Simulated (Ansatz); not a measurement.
# Al16Ni: the cost of one run

Computed with Ansatz 0.2.0 (DFT PBE+D3(BJ), scalar-relativistic, plane waves, PAW, unless a step's input says otherwise).

2 further runs of the same task are left out: 1 that didn't finish, 1 set aside as unsound or not needed.

### Step 1. The starting structure

It takes space group P4mm (No. 99, tetragonal). Conventional cell: a = 2.816 Å, b = 2.816 Å, c = 22.974 Å, α = 90.00°, β = 90.00°, γ = 90.00°. Around Al (site symmetry 4mm) lie 8 Al at 2.82 Å. Al (site symmetry 4mm) has 12 Al at 2.82 to 2.88 Å as nearest neighbours. Al (site symmetry 4mm) is surrounded by 8 Al at 2.82 to 2.87 Å.

Structure file:

```cif
data_structure
_symmetry_space_group_name_H-M 'P 1'
_symmetry_Int_Tables_number 1
_cell_length_a 5.6324
_cell_length_b 5.6324
_cell_length_c 22.9741
_cell_angle_alpha 90.000
_cell_angle_beta 90.000
_cell_angle_gamma 90.000
_cell_volume 728.83
loop_
_atom_site_label
_atom_site_type_symbol
_atom_site_fract_x
_atom_site_fract_y
_atom_site_fract_z
_atom_site_occupancy
Al1 Al 0.25000 0.25000 0.36998 1
Al2 Al 0.25000 0.75000 0.36998 1
Al3 Al 0.75000 0.25000 0.36998 1
Al4 Al 0.75000 0.75000 0.36998 1
Al5 Al 0.50000 0.50000 0.45666 1
Al6 Al 0.50000 0.00000 0.45666 1
Al7 Al 0.00000 0.50000 0.45666 1
Al8 Al 0.00000 0.00000 0.45666 1
Al9 Al 0.75000 0.75000 0.54696 1
Al10 Al 0.75000 0.25000 0.54696 1
Al11 Al 0.25000 0.75000 0.54696 1
Al12 Al 0.25000 0.25000 0.54696 1
Al13 Al 0.00000 0.00000 0.63679 1
Al14 Al 0.00000 0.50000 0.63679 1
Al15 Al 0.50000 0.00000 0.63679 1
Al16 Al 0.50000 0.50000 0.63679 1
```

Miller indices refer to the conventional cell of the relaxed bulk, Fm-3m (No. 225): a = 3.983 Å, b = 3.983 Å, c = 3.983 Å, α = 90.00°, β = 90.00°, γ = 90.00°.

It is a (100) slab, 6.0 Å thick as cut, with 17 Å of vacuum, in a 2×2 surface cell; its outer planes are Al (top) and Al (bottom). An earlier relaxation, lower half held, gave -8600.1290 eV, work function 4.29 eV (top face), 4.31 eV (bottom face).

### Step 2. Ni put at a top (Al) site

With the adsorbate the run is spin-polarised.

Contents of input.yaml:

```yaml
crystal:
  lattice:
    - [5.6324246428, 0.0, 0.0]
    - [0.0, 5.6324246428, 0.0]
    - [0.0, 0.0, 24.9740884892]
  atoms:
    - { symbol: Al, position: [0.25, 0.25, 0.3403527622] }
    - { symbol: Al, position: [0.25, 0.75, 0.3403527622] }
    - { symbol: Al, position: [0.75, 0.25, 0.3403527622] }
    - { symbol: Al, position: [0.75, 0.75, 0.3403527622] }
    - { symbol: Al, position: [0.5, 0.5, 0.4200899198] }
    - { symbol: Al, position: [0.5, 0.0, 0.4200899198] }
    - { symbol: Al, position: [0.0, 0.5, 0.4200899198] }
    - { symbol: Al, position: [0.0, 0.0, 0.4200899198] }
    - { symbol: Al, position: [0.75, 0.75, 0.5031613069] }
    - { symbol: Al, position: [0.75, 0.25, 0.5031613069] }
    - { symbol: Al, position: [0.25, 0.75, 0.5031613069] }
    - { symbol: Al, position: [0.25, 0.25, 0.5031613069] }
    - { symbol: Al, position: [0.0, 0.0, 0.5857962811] }
    - { symbol: Al, position: [0.0, 0.5, 0.5857962811] }
    - { symbol: Al, position: [0.5, 0.0, 0.5857962811] }
    - { symbol: Al, position: [0.5, 0.5, 0.5857962811] }
    - { symbol: Ni, position: [0.0, 0.0, 0.6842983746], spin: 2.0 }
basis:
  ecutwfc: 420
kpoints:
  mp_grid: { grid: [5, 5, 1] }
hamiltonian:
  xc: pbe
  dispersion: d3bj
scf:
  occupations: { method: gaussian, width: 0.1 }
output:
  forces: true
  eigenvalues: true
  populations: true
  write_density: true
  write_potential: true
  elf: true
  volumetric_format: npy
magnetization:
  spin_polarized: true
relax:
  adjacent_minimum: "off"
  f_tol: 0.03
  max_steps: 70
  constraints: [{ sites: [0, 1, 2, 3, 4, 5, 6, 7] }]
efield:
  axis: 3
  dipole_correction: true
  ramp_width: 0.04
```

The run is started by

```bash
$ ansatz run input.yaml --threads 2 --pin off --max-ram 5120MiB --backend cpu --events-out ev --progress --plain --runs-dir out
```

What time and memory should one allow on 2 threads of Arm Neoverse V2, shared host?

About 6.2 min, with a peak of 1.3 GiB.
